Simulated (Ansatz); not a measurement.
## Molecular dynamics of Ti4SeBr8

input.yaml

```yaml
crystal:
  lattice:
    - [7.258, 0.0, 0.0]
    - [-3.629, 6.285612, 0.0]
    - [0.0, 0.0, 17.869]
  atoms:
    - { symbol: Ti, position: [0.0, 0.0, 0.0559628] }
    - { symbol: Br, position: [0.16657345, 0.33319793, 0.14450676] }
    - { symbol: Br, position: [0.27704617, 0.08056124, 0.34657475] }
    - { symbol: Ti, position: [0.0, 0.5, 0.0559628] }
    - { symbol: Br, position: [0.16702804, 0.83312424, 0.14334051] }
    - { symbol: Br, position: [0.3559541, 0.5960392, 0.46823652] }
    - { symbol: Ti, position: [0.5, 0.0, 0.0559628] }
    - { symbol: Br, position: [0.66625924, 0.33359469, 0.14481211] }
    - { symbol: Br, position: [0.78535166, 0.22238998, 0.42711875] }
    - { symbol: Ti, position: [0.5, 0.5, 0.0559628] }
    - { symbol: Br, position: [0.6667863, 0.83328286, 0.14458259] }
    - { symbol: Br, position: [0.94526566, 0.75254, 0.34570351] }
    - { symbol: Se, position: [0.0198146, 0.41863742, 0.52282608] }
basis:
  ecutwfc: 420.0
kpoints:
  mp_grid: { grid: [2, 2, 1] }
hamiltonian:
  xc: pbe
scf:
  occupations: { method: fermi_dirac, width: 0.02 }
  lower_state_search: "off"
md:
  timestep: 4.5
  n_steps: 90
  ensemble: nve
  temperature: 1800.0
  initial_velocities: maxwell_boltzmann
  seed: 132460
  constraints: [{ sites: [0, 3, 6, 9] }]
```

Launched with:

```bash
$ ansatz run input.yaml --threads 2 --pin off --max-ram 5120MiB --backend cpu --events-out ev --progress --plain --runs-dir out
```

It starts from a relaxed structure.

Output, in part (one step line in 4):

```
md step     0: t =     0.00 fs  T =  1800.0 K  F+E_penalty+E_count = -37731.70278470 eV  E_kin = 2.094012 eV  conserved = -37729.60877271 eV  (21 SCF iters)
md step     4: t =    18.00 fs  T =  1572.2 K  F+E_penalty+E_count = -37731.43662210 eV  E_kin = 1.829027 eV  conserved = -37729.60759510 eV  (17 SCF iters)
md step     8: t =    36.00 fs  T =  1136.1 K  F+E_penalty+E_count = -37730.92695885 eV  E_kin = 1.321645 eV  conserved = -37729.60531368 eV  (9 SCF iters)
md step    12: t =    54.00 fs  T =   937.2 K  F+E_penalty+E_count = -37730.69537511 eV  E_kin = 1.090234 eV  conserved = -37729.60514126 eV  (9 SCF iters)
md step    16: t =    72.00 fs  T =  1025.2 K  F+E_penalty+E_count = -37730.79919373 eV  E_kin = 1.192654 eV  conserved = -37729.60653954 eV  (9 SCF iters)
md step    20: t =    90.00 fs  T =  1141.7 K  F+E_penalty+E_count = -37730.93486748 eV  E_kin = 1.328133 eV  conserved = -37729.60673451 eV  (17 SCF iters)
md step    24: t =   108.00 fs  T =  1196.9 K  F+E_penalty+E_count = -37730.99893284 eV  E_kin = 1.392351 eV  conserved = -37729.60658176 eV  (7 SCF iters)
md step    28: t =   126.00 fs  T =  1187.3 K  F+E_penalty+E_count = -37730.98795982 eV  E_kin = 1.381233 eV  conserved = -37729.60672635 eV  (8 SCF iters)
md step    32: t =   144.00 fs  T =  1101.4 K  F+E_penalty+E_count = -37730.88731868 eV  E_kin = 1.281334 eV  conserved = -37729.60598495 eV  (6 SCF iters)
md step    36: t =   162.00 fs  T =  1075.3 K  F+E_penalty+E_count = -37730.85657808 eV  E_kin = 1.250918 eV  conserved = -37729.60565966 eV  (6 SCF iters)
md step    40: t =   180.00 fs  T =  1179.1 K  F+E_penalty+E_count = -37730.97798473 eV  E_kin = 1.371718 eV  conserved = -37729.60626651 eV  (15 SCF iters)
md step    44: t =   198.00 fs  T =  1303.0 K  F+E_penalty+E_count = -37731.12297698 eV  E_kin = 1.515814 eV  conserved = -37729.60716283 eV  (6 SCF iters)
md step    48: t =   216.00 fs  T =  1315.9 K  F+E_penalty+E_count = -37731.13755004 eV  E_kin = 1.530882 eV  conserved = -37729.60666804 eV  (7 SCF iters)
md step    52: t =   234.00 fs  T =  1291.6 K  F+E_penalty+E_count = -37731.10938078 eV  E_kin = 1.502547 eV  conserved = -37729.60683360 eV  (7 SCF iters)
md step    56: t =   252.00 fs  T =  1218.8 K  F+E_penalty+E_count = -37731.02494238 eV  E_kin = 1.417923 eV  conserved = -37729.60701925 eV  (7 SCF iters)
md step    60: t =   270.00 fs  T =  1065.1 K  F+E_penalty+E_count = -37730.84539709 eV  E_kin = 1.239034 eV  conserved = -37729.60636264 eV  (14 SCF iters)
md step    64: t =   288.00 fs  T =   946.7 K  F+E_penalty+E_count = -37730.70722151 eV  E_kin = 1.101372 eV  conserved = -37729.60584968 eV  (6 SCF iters)
md step    68: t =   306.00 fs  T =   957.5 K  F+E_penalty+E_count = -37730.71989692 eV  E_kin = 1.113909 eV  conserved = -37729.60598795 eV  (6 SCF iters)
md step    72: t =   324.00 fs  T =  1056.7 K  F+E_penalty+E_count = -37730.83567960 eV  E_kin = 1.229260 eV  conserved = -37729.60641928 eV  (4 SCF iters)
md step    76: t =   342.00 fs  T =  1144.5 K  F+E_penalty+E_count = -37730.93787262 eV  E_kin = 1.331425 eV  conserved = -37729.60644727 eV  (6 SCF iters)
md step    80: t =   360.00 fs  T =  1206.2 K  F+E_penalty+E_count = -37731.00946573 eV  E_kin = 1.403235 eV  conserved = -37729.60623068 eV  (18 SCF iters)
md step    84: t =   378.00 fs  T =  1268.3 K  F+E_penalty+E_count = -37731.08219530 eV  E_kin = 1.475447 eV  conserved = -37729.60674785 eV  (7 SCF iters)
md step    88: t =   396.00 fs  T =  1263.2 K  F+E_penalty+E_count = -37731.07620294 eV  E_kin = 1.469486 eV  conserved = -37729.60671662 eV  (7 SCF iters)
md step    90: t =   405.00 fs  T =  1234.5 K  F+E_penalty+E_count = -37731.04255277 eV  E_kin = 1.436101 eV  conserved = -37729.60645151 eV  (18 SCF iters)
```

The run went to its last step. The conserved energy stayed within 0.3 meV per atom of its start (net change 0.18 meV per atom), so the integration is sound. A run of 0.41 ps of so small a system gives no equilibrium averages. Limits of this set-up: coarse k mesh, thin slab, slab without dipole correction.

Mean squared displacements from the first frame to the last: Ti 0.00 Å², Br 2.74 Å², Se 5.19 Å².

Last frame:

```xyz
13
Lattice="7.2580 0.0000 0.0000 -3.6290 6.2856 0.0000 0.0000 0.0000 17.8690" Properties=species:S:1:pos:R:3
Ti 0.000 0.000 1.000
Br 0.193 2.287 2.572
Br 1.897 -1.778 6.670
Ti -1.815 3.143 1.000
Br -1.899 5.380 2.555
Br 0.336 1.291 6.187
Ti 3.629 0.000 1.000
Br 3.587 2.426 2.631
Br 4.599 -0.386 7.968
Ti 1.815 3.143 1.000
Br 1.844 5.168 2.720
Br 3.219 3.720 5.778
Se -1.763 1.790 7.260
```

Time of the run: 8.4 min on 2 threads of Intel(R) Xeon(R) 6975P-C (Granite Rapids), with other jobs on the host, peak memory 1.4 GiB.
